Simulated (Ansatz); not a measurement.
# Fe5CoGe6: the cost of one run

Computed with Ansatz 0.2.0 (DFT PBE, scalar-relativistic, plane waves, PAW, unless a step's input says otherwise).

### Step 1. The structure to begin with

Symmetry: Pmmm, No. 47, orthorhombic system. The conventional cell has a = 4.026 Å, b = 4.936 Å, c = 8.658 Å, α = 90.00°, β = 90.00°, γ = 90.00°. Around Co (site symmetry mmm) lie 6 Ge at 2.46 to 2.47 Å and 4 Fe at 2.52 Å. Around Ge (site symmetry mmm) lie 2 Co at 2.47 Å and 4 Fe at 2.52 Å. Around Ge (site symmetry mmm) lie 6 Fe at 2.46 to 2.47 Å. Ge (site symmetry mm2) is surrounded by 6 Fe at 2.46 to 2.49 Å. Ge (site symmetry mm2) is surrounded by 2 Co at 2.46 Å and 4 Fe at 2.48 Å. Fe (site symmetry mmm) is surrounded by 4 Fe at 2.47 Å and 6 Ge at 2.47 to 2.49 Å. Fe (site symmetry m) has 6 Ge at 2.46 to 2.52 Å and 3 Fe at 2.46 to 2.48 Å and 1 Co at 2.52 Å in its first shell of neighbours.

Structure file:

```cif
data_structure
_symmetry_space_group_name_H-M 'P 1'
_symmetry_Int_Tables_number 1
_cell_length_a 4.0256
_cell_length_b 4.9363
_cell_length_c 8.6581
_cell_angle_alpha 90.000
_cell_angle_beta 90.000
_cell_angle_gamma 90.000
_cell_volume 172.05
loop_
_atom_site_label
_atom_site_type_symbol
_atom_site_fract_x
_atom_site_fract_y
_atom_site_fract_z
_atom_site_occupancy
Co1 Co 0.00000 0.50000 0.00000 1
Ge1 Ge 0.00000 0.00000 0.00000 1
Ge2 Ge 0.00000 0.50000 0.50000 1
Ge3 Ge 0.50000 0.00000 0.33091 1
Ge4 Ge 0.50000 0.50000 0.83609 1
Ge5 Ge 0.50000 0.50000 0.16391 1
Ge6 Ge 0.50000 0.00000 0.66909 1
Fe1 Fe 0.00000 0.00000 0.50000 1
Fe2 Fe 0.00000 0.25075 0.25366 1
Fe3 Fe 0.00000 0.74925 0.74634 1
Fe4 Fe 0.00000 0.74925 0.25366 1
Fe5 Fe 0.00000 0.25075 0.74634 1
```

The start is the relaxed end of an invented cell (made as: elements ordered on the sites of the FeGe type, Co/Fe on Fe (Pmmm, No. 47)), taken up again for a closer look.

### Step 2. The guess as it stands, on a coarse mesh

Contents of input.yaml:

```yaml
crystal:
  lattice:
    - [4.0256031, 0.0, 0.0]
    - [0.0, 4.9362651, 0.0]
    - [0.0, 0.0, 8.6581132]
  atoms:
    - { symbol: Co, position: [0.0, 0.5, 0.0] }
    - { symbol: Ge, position: [0.0, 0.0, 0.0] }
    - { symbol: Ge, position: [0.0, 0.5, 0.5] }
    - { symbol: Ge, position: [0.5, 0.0, 0.330914] }
    - { symbol: Ge, position: [0.5, 0.5, 0.836092] }
    - { symbol: Ge, position: [0.5, 0.5, 0.163908] }
    - { symbol: Ge, position: [0.5, 0.0, 0.669086] }
    - { symbol: Fe, position: [0.0, 0.0, 0.5], spin: 1.6 }
    - { symbol: Fe, position: [0.0, 0.250749, 0.253659], spin: 1.6 }
    - { symbol: Fe, position: [0.0, 0.749251, 0.746341], spin: 1.6 }
    - { symbol: Fe, position: [0.0, 0.749251, 0.253659], spin: 1.6 }
    - { symbol: Fe, position: [0.0, 0.250749, 0.746341], spin: 1.6 }
basis:
  ecutwfc: 420
kpoints:
  mp_grid: { grid: [4, 4, 2] }
hamiltonian:
  xc: pbe
scf:
  occupations: { method: gaussian, width: 0.1 }
  lower_state_search: "off"
output:
  forces: true
  stress: true
  eigenvalues: true
  populations: true
magnetization:
  spin_polarized: true
```

Launch:

```
> ansatz run input.yaml --threads 4 --pin off --max-ram 8192MiB --backend cpu --events-out ev --progress --plain --runs-dir out
```

Q: Estimate wall time and peak memory on 4 threads of Intel Xeon Platinum 8375C at 2.90GHz (Ice Lake), shared host.

About 29 s, with a peak of 1.2 GiB.
